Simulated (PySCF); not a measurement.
**Si(tBu)2Me2: geometry, NMR shifts and electronic excitations**

What NMR shifts and electronic excitations should Si(tBu)2Me2 (`CC(C)(C)[Si](C)(C)C(C)(C)C`) show?

Computed with PySCF 2.14.0, with density-fitted response routines of our own, on a single molecule in the gas phase. Atoms are numbered from 0 throughout.

## (1) Starting geometry

35 atoms, charge 0, multiplicity 1; geometry from: GFN2-xTB. The atoms were then displaced at random by about 0.03 Å, so the start is not that level's minimum.

Bonds of the start (Å): Si0–C1 1.93, Si0–C14 1.87, Si0–C27 2.01, Si0–C31 1.93, C1–C2 1.49, C1–C3 1.42, C1–C4 1.52, C2–H5 1.10, C2–H6 1.06, C2–H7 1.19, C3–H8 1.09, C3–H9 1.13, C3–H10 1.15, C4–H11 1.07, C4–H12 1.03, C4–H13 1.15, C14–C15 1.47, C14–C16 1.58, C14–C17 1.53, C15–H18 1.10, C15–H19 1.08, C15–H20 1.17, C16–H21 1.10, C16–H22 1.09, C16–H23 1.08, C17–H24 1.02, C17–H25 1.08, C17–H26 1.10, C27–H28 1.15, C27–H29 1.06 and more.

## (2) Relaxing the molecule at PBE0-D3(BJ)/def2-SVP

Job settings and geometry (Å):

```
{"job": {"xc": "PBE0", "basis": "def2-SVP", "d3": "d3bj", "grid": 1, "maxiter": 40, "shake": 0.03, "kind": "geom"}, "charge": 0, "multiplicity": 1}
Si    -0.485460    -0.033500    -0.374180
C     -0.687050    -0.025240     1.540810
C      0.164920    -1.098350     2.130040
C     -2.016850    -0.319720     1.926340
C     -0.307730     1.318110     2.133220
H      0.053550    -1.137560     3.225530
H      0.033470    -2.072540     1.728600
H      1.322640    -0.853470     1.973660
H     -2.411550    -1.298370     1.648280
H     -2.810990     0.393140     1.540640
H     -2.256140    -0.310720     3.047070
H     -0.947180     2.122690     1.828670
H      0.635970     1.649780     1.890770
H     -0.434640     1.299780     3.271790
C      1.221490    -0.064830    -1.147180
C      1.797720    -1.411460    -1.075260
C      2.215680     0.940860    -0.444510
C      1.129960     0.409350    -2.599470
H      2.788450    -1.502960    -1.534860
H      1.803350    -1.792250    -0.061000
H      1.116140    -2.137460    -1.682350
H      2.396150     0.538410     0.563650
H      1.856710     1.963310    -0.503390
H      3.160530     0.912320    -0.963060
H      0.883660     1.389850    -2.695960
H      0.428210    -0.190880    -3.168320
H      2.125240     0.248750    -3.037360
C     -1.369700     1.676850    -0.943780
H     -1.571810     1.604420    -2.069760
H     -0.809840     2.572660    -0.820360
H     -2.366560     1.788830    -0.478440
C     -1.529820    -1.460420    -1.152490
H     -2.609300    -1.255080    -0.898900
H     -1.247450    -2.380080    -0.651280
H     -1.416870    -1.481000    -2.197920
```

Command:

```sh
$ OMP_NUM_THREADS=2 python probes_run.py task.json out
```

This one command runs all jobs of the session in turn.

**Question.** This job is followed by: GIAO PBE0/pcSseg-1 NMR shielding, non-relativistic, gas phase; TDDFT PBE0/def2-SVPD, vertical, gas phase, core orbitals frozen in the response; GIAO wB97X-D/pcSseg-1 NMR shielding, non-relativistic, gas phase. Predict these results of the whole session: point group; rotational constants (main isotopes); 13C shifts against TMS (PBE0/pcSseg-1, means over atoms taken as alike); 1H shifts against TMS (PBE0/pcSseg-1, means over atoms taken as alike); 29Si shifts against TMS (PBE0/pcSseg-1); potential on the surface of density 0.002 e/bohr³, 1st and 99th percentile; lowest singlet (PBE0/def2-SVPD); brightest single state of those computed; lowest triplet; range of the shielding of Si0.

As calculated:

```
                                                                  quantity                        value
                                                               point group                           C2
                                      rotational constants (main isotopes)         1.18, 0.73, 0.68 GHz
   13C shifts against TMS (PBE0/pcSseg-1, means over atoms taken as alike)         28.9, 19.5, -7.3 ppm
    1H shifts against TMS (PBE0/pcSseg-1, means over atoms taken as alike)               0.92, 0.00 ppm
                                   29Si shifts against TMS (PBE0/pcSseg-1)                      9.5 ppm
potential on the surface of density 0.002 e/bohr³, 1st and 99th percentile           -0.24 V and 0.59 V
                                           lowest singlet (PBE0/def2-SVPD)  6.67 eV (186 nm), f = 0.016
                                  brightest single state of those computed  state 9, 7.88 eV, f = 0.194
                                                            lowest triplet                      6.61 eV
                                             range of the shielding of Si0           340.2 to 342.5 ppm
```

In words: The start of the PBE0/def2-SVP relaxation was shaken at random by about 0.03 Å, so part of the energy gained, and of the first lengths quoted, undoes that. Relaxing lowered the energy by 1.479 eV in 6 steps; the close pair that moved most is C1–C3, from 1.416 to 1.535 Å. At PBE0/pcSseg-1: Shielding is most anisotropic at C2, C3, C4, C15, C16, C17 (span 42 ppm, paramagnetic term -94 ppm). The first singlet state (HOMO→LUMO 0.99) lies at 6.67 eV and is weak; of the 10 states computed, the strongest absorption comes from states 7 to 9 together at 7.88 eV. The lowest triplet lies 0.06 eV below the lowest singlet (triplets in Tamm-Dancoff, singlets in full TDDFT). At PBE0/def2-SVPD, states above −ε(HOMO) (7.16 eV) lie where TDDFT describes them poorly and they hang on the basis; the brightest is among them. In ppm, Si0 moves most: its shielding spreads over 2.3 ppm, from 340.2 (wB97X-D/pcSseg-1) to 342.5 (PBE0/pcSseg-1).
